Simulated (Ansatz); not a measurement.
Geometry optimisation, DFT PBEsol, scalar-relativistic, plane waves, PAW (Ansatz 0.2.0).

Input:

```yaml
accuracy: low
crystal:
  lattice:
    - [5.7982, 0.0, 0.0]
    - [-2.8991, 5.021388, 0.0]
    - [0.0, 0.0, 15.251]
  atoms:
    - { symbol: W, position: [0.0, 0.0, 0.0655695] }
    - { symbol: C, position: [0.3333333, 0.1666667, 0.1584814] }
    - { symbol: W, position: [0.0, 0.0, 0.2513934] }
    - { symbol: C, position: [0.3333333, 0.1666667, 0.3443053] }
    - { symbol: W, position: [0.0, 0.5, 0.0655695] }
    - { symbol: C, position: [0.3333333, 0.6666667, 0.1584814] }
    - { symbol: W, position: [0.0, 0.5, 0.2513934] }
    - { symbol: C, position: [0.3333333, 0.6666667, 0.3443053] }
    - { symbol: W, position: [0.5, 0.0, 0.0655695] }
    - { symbol: C, position: [0.8333333, 0.1666667, 0.1584814] }
    - { symbol: W, position: [0.5, 0.0, 0.2513934] }
    - { symbol: C, position: [0.8333333, 0.1666667, 0.3443053] }
    - { symbol: W, position: [0.5, 0.5, 0.0655695] }
    - { symbol: C, position: [0.8333333, 0.6666667, 0.1584814] }
    - { symbol: W, position: [0.5, 0.5, 0.2513934] }
    - { symbol: C, position: [0.8333333, 0.6666667, 0.3443053] }
    - { symbol: Si, position: [0.0745324, 0.6512087, 0.4282342] }
basis:
  ecutwfc: 420.0
kpoints:
  mp_grid: { grid: [2, 2, 1] }
hamiltonian:
  xc: pbesol
  pseudopotentials: { kind: paw, azcp: { folder: soft_1 } }
scf:
  occupations: { method: fermi_dirac, width: 0.1 }
  lower_state_search: "off"
relax:
  f_tol: 0.08
  max_steps: 25
  adjacent_minimum: "off"
  constraints: [{ sites: [0, 4, 8, 12] }]
output:
  write_density: true
  write_potential: true
  elf: true
  volumetric_format: npy
```

Command:

```bash
$ ansatz run input.yaml --threads 1 --pin off --max-ram 3072MiB --backend cpu --events-out ev --progress --plain --runs-dir out
```

Question: Where does it end, and by what steps?

Answer: The run converged. The threshold is loose, so the end isn't yet a minimum. Limits of this set-up: coarse k mesh, thin slab, slab without dipole correction, PAW files made for another functional, low accuracy level. After 6 steps the energy has fallen by 3.520 eV; Si17 moved furthest, 0.85 Å. Joined: C12–Si17 (2.75 → 1.91 Å).

| step | energy less start (eV) | largest force component (eV/Å) | accepted |
| --- | --- | --- | --- |
| 0 | 0.0000 | 4.232 | yes |
| 1 | -2.3939 | 1.168 | yes |
| 2 | -2.5694 | 1.101 | yes |
| 3 | -2.9321 | 1.094 | yes |
| 4 | -3.2922 | 1.138 | yes |
| 5 | -3.5144 | 0.289 | yes |
| 6 | -3.5196 | 0.077 | yes |

```xyz
17
Lattice="5.7982 0.0000 0.0000 -2.8991 5.0214 0.0000 0.0000 0.0000 15.2510" Properties=species:S:1:pos:R:3
W 0.000 0.000 1.000
C 1.450 0.837 2.329
W -0.012 -0.007 3.878
C 1.450 0.836 4.974
W -1.450 2.511 1.000
C 0.016 3.357 2.300
W -1.450 2.510 3.702
C -0.090 3.295 5.069
W 2.899 0.000 1.000
C 4.349 0.818 2.300
W 2.911 -0.007 3.878
C 4.349 0.940 5.069
W 1.450 2.511 1.000
C 2.883 3.357 2.300
W 1.450 2.525 3.878
C 2.989 3.295 5.069
Si -1.449 2.510 6.151
```

Whether the end is a true minimum wasn't checked by a vibrational analysis.

Run time: 73 s on 1 thread of Arm Neoverse V1, on a shared host, peak memory 0.66 GiB.
